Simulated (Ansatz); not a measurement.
# GeH6O2Si: small, medium and large basis sets

The task here is to estimate one member of a computed series from the others.

The runs use Ansatz 0.2.0, Gaussian basis; one geometry, several basis sets.

Levels to be run: PBE0-D4/def2-SVP; ωB97M-V/def2-SVP; PBE0-D4/def2-QZVPP; ωB97M-V/def2-QZVPP; the functionals' def2-TZVPP values are taken from earlier runs.

## Structure used throughout

An earlier PBE0-D4 in a triple-zeta def2 set relaxation fixed the geometry.

SMILES `O[SiH2][GeH2][OH]`, 10 atoms, charge 0, spin multiplicity 1.

Atoms are counted from 1 here; the program's logs count them from 0.

Bond lengths: O1–Si2 1.653 Å, O1–H5 0.958 Å, Si2–Ge3 2.391 Å, Si2–H6 1.482 Å, Si2–H7 1.489 Å, Ge3–O4 1.793 Å, Ge3–H8 1.546 Å, Ge3–H9 1.550 Å, O4–H10 0.959 Å. Angles: Si2–O1–H5 117.7°, O1–Si2–Ge3 111.1°, O1–Si2–H6 105.7°, O1–Si2–H7 111.7°, Ge3–Si2–H6 110.4°, Ge3–Si2–H7 108.2°, H6–Si2–H7 109.6°, Si2–Ge3–O4 104.5°, Si2–Ge3–H8 114.4°, Si2–Ge3–H9 112.7°, O4–Ge3–H8 109.0°, O4–Ge3–H9 109.0°, H8–Ge3–H9 107.2°, Ge3–O4–H10 112.6°.

The first run:

Contents of in.yaml:

```yaml
crystal:
  periodic: [false, false, false]
  atoms:
    - {symbol: O, position_ang: [-0.274351, 1.830371, -1.601087]}
    - {symbol: Si, position_ang: [-0.172250, 1.294622, -0.040671]}
    - {symbol: Ge, position_ang: [-0.064355, -1.092805, 0.046309]}
    - {symbol: O, position_ang: [0.404698, -1.459054, 1.737601]}
    - {symbol: H, position_ang: [0.482023, 1.686406, -2.171175]}
    - {symbol: H, position_ang: [-1.399627, 1.781116, 0.632181]}
    - {symbol: H, position_ang: [1.027968, 1.840786, 0.651984]}
    - {symbol: H, position_ang: [-1.400701, -1.803616, -0.270330]}
    - {symbol: H, position_ang: [1.003808, -1.678377, -0.912253]}
    - {symbol: H, position_ang: [0.392778, -2.399450, 1.927440]}
basis:
  gaussian: {orbitals: def2-SVP}
hamiltonian: {xc: pbe0, dispersion: d4}
output: {orbitals: {seedname: orbitals}}
```

On the command line:

```bash
ansatz run in.yaml --threads 4 --pin off --events-out ev --progress --plain --max-ram 10444MiB
```

Steps of the session up to this table: PBE0-D4 in def2-SVP; ωB97M-V in def2-SVP; PBE0-D4 in def2-QZVPP; ωB97M-V in def2-QZVPP.

One of the session's tables, all rows but one given; the rest of the session is left out.

```
functional       basis  HOMO (eV)
   PBE0-D4    def2-SVP      -7.67
   PBE0-D4  def2-TZVPP      -7.80
   PBE0-D4  def2-QZVPP      -7.83
   ωB97M-V    def2-SVP      -9.73
   ωB97M-V  def2-TZVPP          ?
   ωB97M-V  def2-QZVPP      -9.92
```

**Question.** Estimate the row for ωB97M-V, def2-TZVPP.

**Answer.** HOMO (eV): -9.88. In the column «HOMO (eV)» it lies between ωB97M-V, def2-QZVPP (-9.92) and ωB97M-V, def2-SVP (-9.73).
